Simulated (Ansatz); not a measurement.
# Molecular dynamics of Si

input.yaml

```yaml
accuracy: low
crystal:
  lattice:
    - [0.0, 5.605281, 5.605281]
    - [5.605281, 0.0, 5.605281]
    - [5.605281, 5.605281, 0.0]
  atoms:
    - { symbol: Si, position: [0.0, 0.0, 0.0] }
    - { symbol: Si, position: [0.125, 0.125, 0.125] }
    - { symbol: Si, position: [0.0, 0.0, 0.5] }
    - { symbol: Si, position: [0.125, 0.125, 0.625] }
    - { symbol: Si, position: [0.0, 0.5, 0.0] }
    - { symbol: Si, position: [0.125, 0.625, 0.125] }
    - { symbol: Si, position: [0.0, 0.5, 0.5] }
    - { symbol: Si, position: [0.125, 0.625, 0.625] }
    - { symbol: Si, position: [0.5, 0.0, 0.0] }
    - { symbol: Si, position: [0.625, 0.125, 0.125] }
    - { symbol: Si, position: [0.5, 0.0, 0.5] }
    - { symbol: Si, position: [0.625, 0.125, 0.625] }
    - { symbol: Si, position: [0.5, 0.5, 0.0] }
    - { symbol: Si, position: [0.625, 0.625, 0.125] }
    - { symbol: Si, position: [0.5, 0.5, 0.5] }
    - { symbol: Si, position: [0.625, 0.625, 0.625] }
basis:
  ecutwfc: 420.0
kpoints:
  mp_grid: { grid: [2, 2, 2] }
hamiltonian:
  xc: pbe
scf:
  occupations: { method: fermi_dirac, width: 0.3 }
  lower_state_search: "off"
md:
  timestep: 2.25
  n_steps: 80
  ensemble: nvt_langevin
  temperature: 3500.0
  initial_velocities: maxwell_boltzmann
  seed: 976446
  friction: 0.02
```

Launched with:

```bash
$ ansatz run input.yaml --threads 1 --pin off --max-ram 3072MiB --backend cpu --events-out ev --progress --plain --runs-dir out
```

It starts from a structure without forces on its atoms.

Output, in part (one step line in 3):

```
md step     0: t =     0.00 fs  T =  3281.3 K  F+E_penalty+E_count = -10171.35432485 eV  E_kin = 6.786150 eV  (6 SCF iters)
md step     3: t =     6.75 fs  T =  2848.1 K  F+E_penalty+E_count = -10170.07955819 eV  E_kin = 5.890398 eV  (7 SCF iters)
md step     6: t =    13.50 fs  T =  1986.9 K  F+E_penalty+E_count = -10167.46395905 eV  E_kin = 4.109150 eV  (6 SCF iters)
md step     9: t =    20.25 fs  T =  1844.8 K  F+E_penalty+E_count = -10165.50318431 eV  E_kin = 3.815386 eV  (6 SCF iters)
md step    12: t =    27.00 fs  T =  2161.3 K  F+E_penalty+E_count = -10165.88655753 eV  E_kin = 4.470007 eV  (6 SCF iters)
md step    15: t =    33.75 fs  T =  2845.1 K  F+E_penalty+E_count = -10166.53335969 eV  E_kin = 5.884192 eV  (6 SCF iters)
md step    18: t =    40.50 fs  T =  3617.7 K  F+E_penalty+E_count = -10166.57529947 eV  E_kin = 7.482007 eV  (6 SCF iters)
md step    21: t =    47.25 fs  T =  4241.6 K  F+E_penalty+E_count = -10166.15565839 eV  E_kin = 8.772361 eV  (6 SCF iters)
md step    24: t =    54.00 fs  T =  4408.7 K  F+E_penalty+E_count = -10165.45372179 eV  E_kin = 9.117810 eV  (6 SCF iters)
md step    27: t =    60.75 fs  T =  4259.2 K  F+E_penalty+E_count = -10164.28060161 eV  E_kin = 8.808638 eV  (6 SCF iters)
md step    30: t =    67.50 fs  T =  3165.0 K  F+E_penalty+E_count = -10162.99041465 eV  E_kin = 6.545680 eV  (7 SCF iters)
md step    33: t =    74.25 fs  T =  3442.5 K  F+E_penalty+E_count = -10162.77323185 eV  E_kin = 7.119629 eV  (6 SCF iters)
md step    36: t =    81.00 fs  T =  4137.4 K  F+E_penalty+E_count = -10163.53560677 eV  E_kin = 8.556713 eV  (6 SCF iters)
md step    39: t =    87.75 fs  T =  4187.4 K  F+E_penalty+E_count = -10162.98425898 eV  E_kin = 8.660139 eV  (7 SCF iters)
md step    42: t =    94.50 fs  T =  3847.2 K  F+E_penalty+E_count = -10161.62481015 eV  E_kin = 7.956658 eV  (6 SCF iters)
md step    45: t =   101.25 fs  T =  2854.4 K  F+E_penalty+E_count = -10160.78610983 eV  E_kin = 5.903417 eV  (6 SCF iters)
md step    48: t =   108.00 fs  T =  2272.8 K  F+E_penalty+E_count = -10160.88123715 eV  E_kin = 4.700512 eV  (7 SCF iters)
md step    51: t =   114.75 fs  T =  2321.8 K  F+E_penalty+E_count = -10161.37537493 eV  E_kin = 4.801799 eV  (6 SCF iters)
md step    54: t =   121.50 fs  T =  2647.6 K  F+E_penalty+E_count = -10161.93298777 eV  E_kin = 5.475651 eV  (6 SCF iters)
md step    57: t =   128.25 fs  T =  3390.6 K  F+E_penalty+E_count = -10162.49471526 eV  E_kin = 7.012340 eV  (6 SCF iters)
md step    60: t =   135.00 fs  T =  3178.6 K  F+E_penalty+E_count = -10162.75684176 eV  E_kin = 6.573765 eV  (7 SCF iters)
md step    63: t =   141.75 fs  T =  3349.0 K  F+E_penalty+E_count = -10162.97256955 eV  E_kin = 6.926356 eV  (6 SCF iters)
md step    66: t =   148.50 fs  T =  3629.5 K  F+E_penalty+E_count = -10163.07697958 eV  E_kin = 7.506303 eV  (6 SCF iters)
md step    69: t =   155.25 fs  T =  3246.2 K  F+E_penalty+E_count = -10163.56693322 eV  E_kin = 6.713724 eV  (6 SCF iters)
md step    72: t =   162.00 fs  T =  2979.8 K  F+E_penalty+E_count = -10164.18788146 eV  E_kin = 6.162769 eV  (6 SCF iters)
md step    75: t =   168.75 fs  T =  2685.3 K  F+E_penalty+E_count = -10163.98644022 eV  E_kin = 5.553701 eV  (6 SCF iters)
md step    78: t =   175.50 fs  T =  2437.8 K  F+E_penalty+E_count = -10163.41266596 eV  E_kin = 5.041714 eV  (6 SCF iters)
md step    80: t =   180.00 fs  T =  2687.0 K  F+E_penalty+E_count = -10162.94143773 eV  E_kin = 5.557238 eV  (7 SCF iters)
```

All steps were run. The mean temperature of the second half is 13 % below the set value. A run of 0.18 ps of so small a system gives no equilibrium averages. Limits of this set-up: coarse k mesh, low accuracy level.

Mean squared displacements from the first frame to the last, about the centre of mass: Si 0.45 Å².

Last frame:

```xyz
16
Lattice="0.0000 5.6053 5.6053 5.6053 0.0000 5.6053 5.6053 5.6053 0.0000" Properties=species:S:1:pos:R:3
Si -0.099 0.208 0.242
Si 1.833 1.221 1.280
Si 3.027 2.488 -0.029
Si 4.076 4.356 1.171
Si 2.768 -0.461 2.394
Si 3.902 1.339 4.267
Si 5.145 2.706 3.022
Si 7.210 3.571 4.130
Si 0.250 3.085 2.015
Si 1.344 4.404 4.983
Si 2.989 5.336 2.998
Si 5.160 7.203 4.063
Si 2.041 2.235 5.278
Si 3.479 4.030 6.200
Si 5.721 5.037 5.254
Si 7.054 6.009 7.289
```

Run time: 7.9 min on 1 thread of Arm Neoverse V2, with other jobs on the host, peak memory 0.72 GiB.
